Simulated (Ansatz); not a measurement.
Crystal: CoAu4.

```xyz
5
Lattice="1.4528 0.8388 11.6661 -1.4528 0.8388 11.6661 0.0000 -1.6775 11.6661" Properties=species:S:1:pos:R:3 pbc="T T T"
Au    0.0000    0.0000   21.2323
Au    0.0000    0.0000    7.0795
Au    0.0000    0.0000   27.9186
Au    0.0000    0.0000   13.7659
Co    0.0000    0.0000    0.0000
```

The cell comes from a database or a generator and needn't be the stable form of this composition.

Alike in all runs: program Ansatz 0.2.0; functional PBEsol; potentials or basis Ansatz PAW; cutoff 420 eV (not typed: the program's choice for these potentials); k mesh 9 × 9 × 9; occupations fermi-dirac, width 0.05 eV.

The same cell was started in several ways:

```csv
start,free energy over the lowest (meV/atom),net moment (μB),site or absolute moments (μB),gap
"collinear spin, ferromagnetic start of up to 3 μB; fixed moment 3",69.4,3.00,"Au +0.16, +0.10; Co +2.28",-
"collinear spin, ferromagnetic start of up to 2 μB; fixed moment 2",0.0,2.00,"Au +0.04, +0.01; Co +1.97",-
"collinear spin, ferromagnetic start of up to 1 μB; fixed moment 1",32.4,1.00,"Au -0.05, -0.06; Co +1.42",-
"collinear spin, program default start; fixed moment 0",77.6,0.00,-,-
"collinear spin, ferromagnetic start of up to 2.5 μB; fixed moment 2.5",24.4,2.50,"Au +0.10, +0.06; Co +2.13",-
"collinear spin, ferromagnetic start of up to 4 μB; fixed moment 4",229.0,4.00,"Au +0.28, +0.27; Co +2.47",-
"collinear spin, ferromagnetic start of up to 1.5 μB; fixed moment 1.5",5.4,1.50,"Au -0.01, -0.04; Co +1.76",-
"collinear spin, ferromagnetic start of up to 0.5 μB; fixed moment 0.5",62.4,0.50,"Au -0.03, -0.04; Co +0.79",-
```

All polarised runs hold their moment fixed, so the table maps the energy against it. A still lower state may exist.

Caveats: the total moment is fixed, so each spin has its own Fermi level.
